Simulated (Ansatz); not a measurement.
# F3Ni: the cost of one run

Computed with Ansatz 0.2.0 (DFT unrestricted wB97X-V, scalar-relativistic (X2C), Gaussian basis x2c-TZVPPall, and further levels as typed in the inputs, unless a step's input says otherwise).

1 further run of the same task is left out (it didn't finish).

## 1. The starting structure

Bond lengths: Ni1–F2 1.737 Å, Ni1–F3 1.742 Å, Ni1–F4 1.742 Å. Angles: F2–Ni1–F3 100.4°, F2–Ni1–F4 100.0°, F3–Ni1–F4 159.6°.

Structure file:

```xyz
4

Ni    0.0067    0.0003   -0.0078
F     0.0095    1.7370   -0.0105
F    -1.7074   -0.3118   -0.0132
F     1.7214   -0.3039    0.0067
```

## 2. Relaxing the atoms: F3Ni

The input, input.yaml:

```yaml
relax:
  f_tol: 0.001
  max_steps: 200
crystal:
  periodic: [false, false, false]
  atoms:
    - { symbol: Ni, position_ang: [0.00667, 0.000258, -0.007776] }
    - { symbol: F, position_ang: [0.009486, 1.737017, -0.010511] }
    - { symbol: F, position_ang: [-1.707393, -0.311786, -0.013221] }
    - { symbol: F, position_ang: [1.72144, -0.303886, 0.006701] }
magnetization:
  spin_polarized: true
  initial_magnetization: 1
basis:
  gaussian: { orbitals: x2c-TZVPPall }
hamiltonian:
  xc: { name: wB97X-V }
```

Started as:

```sh
$ ansatz run input.yaml --threads 4 --pin off --max-ram 8192MiB --backend cpu --events-out ev --progress --plain --runs-dir out
```

**Question.** How long does this run take on 4 threads of Arm Neoverse V2, shared host, and how much memory does it need?

About 7.8 min, with a peak of 0.85 GiB.
